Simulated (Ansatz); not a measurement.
# BN: how the settings move a single-point run

Aim: see which settings change the result for BN, by how much, and at what cost.

The COD entry's cell or inner coordinates are ideal or old and differ from later refinements, so a difference from it is no clean test against experiment.

Method: reference: DFT, r2SCAN, PAW with Ansatz's default frozen-core files, scalar-relativistic; levels and slopes on a fine mesh, independent-particle optical spectra, in Ansatz 0.2.0.

1 further run of the same task is left out (it didn't finish).

**1. The structure to begin with**

The structure is hexagonal, space group P6_3/mmc (No. 194). Conventional cell: a = 2.501 Å, b = 2.501 Å, c = 6.872 Å, α = 90.00°, β = 90.00°, γ = 120.00°. B (site symmetry -6m2) has 3 N at 1.44 Å as nearest neighbours. Around N (site symmetry -6m2) lie 3 B at 1.44 Å.

Coordinates:

```xyz
4
Lattice="2.5009 0.0000 0.0000 -1.2505 2.1659 0.0000 0.0000 0.0000 6.8722" Properties=species:S:1:pos:R:3 pbc="T T T"
B     0.0000    1.4439    1.7180
B     1.2505    0.7220    5.1541
N     0.0000    1.4439    5.1541
N     1.2505    0.7220    1.7180
```

**2. The reference run**

input.yaml reads:

```yaml
crystal:
  lattice:
    - [2.50093985579, 0.0, 0.0]
    - [-1.2504699279, 2.16587744845, 0.0]
    - [0.0, 0.0, 6.87215261004]
  atoms:
    - { symbol: B, position: [0.333333333333, 0.666666666667, 0.25] }
    - { symbol: B, position: [0.666666666667, 0.333333333333, 0.75] }
    - { symbol: "N", position: [0.333333333333, 0.666666666667, 0.75] }
    - { symbol: "N", position: [0.666666666667, 0.333333333333, 0.25] }
kpoints:
  mp_grid: { grid: [10, 10, 4] }
scf:
  occupations: { method: fixed }
hamiltonian:
  xc: r2scan
  pseudopotentials: { kind: paw }
output:
  forces: true
  stress: true
  eigenvalues: true
  eigenstates:
    nscf_kmesh: { grid: [16, 16, 6] }
    de_dk: true
    e_range: [-9, 14.86306543654]
  optics:
    e_range: [0, 20]
    de: 0.2
    sigma: 0.25
    bands: { spectra_wanted_up_to: 20 }
    nscf_kmesh: { grid: [16, 16, 6] }
checkpoint:
  write: ck
  write_wavefunctions: false
```

Run with:

```bash
ansatz run input.yaml --threads 2 --pin off --max-ram 6144MiB --backend cpu --events-out ev --progress --plain --runs-dir out
```

**3. Changed: lower_state_search light**

input.yaml: that of step 2 with these lines changed.

```diff
@@ -14,2 +14,3 @@
   occupations: { method: fixed }
+  lower_state_search: light
 hamiltonian:
```

Q: Predict the outcome of this session. Wanted: for each run, ending; energy change; pressure; gap; force.

**Answer**, as computed:

| run | ending | energy change | pressure (GPa) | gap (eV) | force (eV/Å) | cycles | time |
| --- | --- | --- | --- | --- | --- | --- | --- |
| reference | converged | 0 | 0.0 | 4.87 | 0.00 | - | 60 s |
| 1: lower_state_search light | converged | 0.0 meV/atom | 0.0 | 4.87 | 0.00 | 9 | 60 s |

Residual by cycle in the longest SCF loop of each run; runs are numbered as in the table. The quantity is the density residual dr2, in eV.

```csv
cycle,reference,run 1
1,0.0191,0.0191
2,0.00417,0.00417
3,2.2e-4,2.2e-4
4,2.3e-5,2.3e-5
5,2.4e-6,2.4e-6
6,4.4e-7,4.4e-7
7,5.8e-9,5.8e-9
8,3.3e-10,3.3e-10
9,2.3e-13,2.3e-13
```

The changed input (search for lower states) leaves the energy the same to the digits printed.

The gaps are Kohn-Sham values of a semilocal functional, not quasiparticle or optical gaps. Such gaps usually fall short of the measured ones.
